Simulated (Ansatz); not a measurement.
# TbZr3H: from a guess to a relaxed structure

The task: take a trial cell of TbZr3H to zero force and stress.

Program: Ansatz 0.2.0. Level of theory: DFT PBE, scalar-relativistic, plane waves, PAW; 4f electrons in the core of a trivalent norm-conserving potential. These are calculated values, not measurements.

### Step 1. The system as given

Symmetry: P4/mmm, No. 123, tetragonal system. The conventional cell has a = 4.636 Å, b = 4.636 Å, c = 4.613 Å, α = 90.00°, β = 90.00°, γ = 90.00°. Around Tb (site symmetry 4/mmm) lie 6 Zr at 2.31 to 2.32 Å. Zr (site symmetry mmm) has 2 Tb at 2.32 Å and 2 H at 2.32 Å in its first shell of neighbours. Zr (site symmetry 4/mmm) is surrounded by 2 Tb at 2.31 Å. Around H (site symmetry 4/mmm) lie 4 Zr at 2.32 Å.

Coordinates:

```xyz
5
Lattice="4.6356 0.0000 0.0000 0.0000 4.6356 0.0000 0.0000 0.0000 4.6127" Properties=species:S:1:pos:R:3 pbc="T T T"
Tb    0.0000    0.0000    2.3063
Zr    2.3178    0.0000    2.3063
Zr    0.0000    2.3178    2.3063
Zr    0.0000    0.0000    0.0000
H     2.3178    2.3178    2.3063
```

Recipe of the guess: random cell by space group and Wyckoff sites (P4/mmm, No. 123). The dimensions are guesses.

### Step 2. Probe: one point on a coarse mesh

Contents of input.yaml:

```yaml
crystal:
  lattice:
    - [4.63563618, 0.0, 0.0]
    - [0.0, 4.63563618, 0.0]
    - [0.0, 0.0, 4.61266144]
  atoms:
    - { symbol: Tb, position: [0.0, 0.0, 0.5] }
    - { symbol: Zr, position: [0.5, 0.0, 0.5] }
    - { symbol: Zr, position: [0.0, 0.5, 0.5] }
    - { symbol: Zr, position: [0.0, 0.0, 0.0] }
    - { symbol: H, position: [0.5, 0.5, 0.5] }
basis:
  ecutwfc: 690
kpoints:
  mp_grid: { grid: [4, 4, 4] }
hamiltonian:
  xc: pbe
  pseudopotentials:
    kind: paw
    azcp: { Tb: "pseudopotentials/pbe/nc/lanthanide_3plus/Tb.nc.azcp" }
scf:
  occupations: { method: gaussian, width: 0.1 }
  lower_state_search: "off"
output:
  forces: true
  stress: true
  eigenvalues: true
```

Command:

```bash
$ ansatz run input.yaml --threads 1 --pin off --max-ram 2560MiB --backend cpu --events-out ev --progress --plain --runs-dir out
```

Further runs follow: a loose first relaxation; spin check on a coarse mesh; relaxation on the finer mesh.

What does the calculation give? Wanted: conventional cell; volume; energy over the elements; gap on the mesh.

**Answer**, as computed:

| quantity | value |
| --- | --- |
| symmetry at the end (tolerance 0.05 Å) | space group P4/mmm (No. 123) |
| conventional cell | a = 5.209 Å, b = 5.209 Å, c = 5.357 Å, α = 90.00°, β = 90.00°, γ = 90.00° |
| volume | 29.07 Å³/atom |
| energy over the elements (uncorrected; H, N, O, F and Cl as molecules) | +1.56 eV/atom |
| gap on the mesh | none (metal) |

The space group P4/mmm (No. 123) is kept, and the volume per atom grows by 46.6 % from the first guess. With a positive formation energy it can't be a ground state. No finished test with a distortion of lower symmetry is shown, so the end may be a saddle point. Spin-orbit coupling is left out for Tb. The lanthanide's 4f electrons sit in the core of its potential, so it is trivalent by construction and shows no f bands or moments. Other magnetic orders were not searched.

No U or exact exchange acts on the 4f shell of Tb, so a metallic reading can be the functional's.
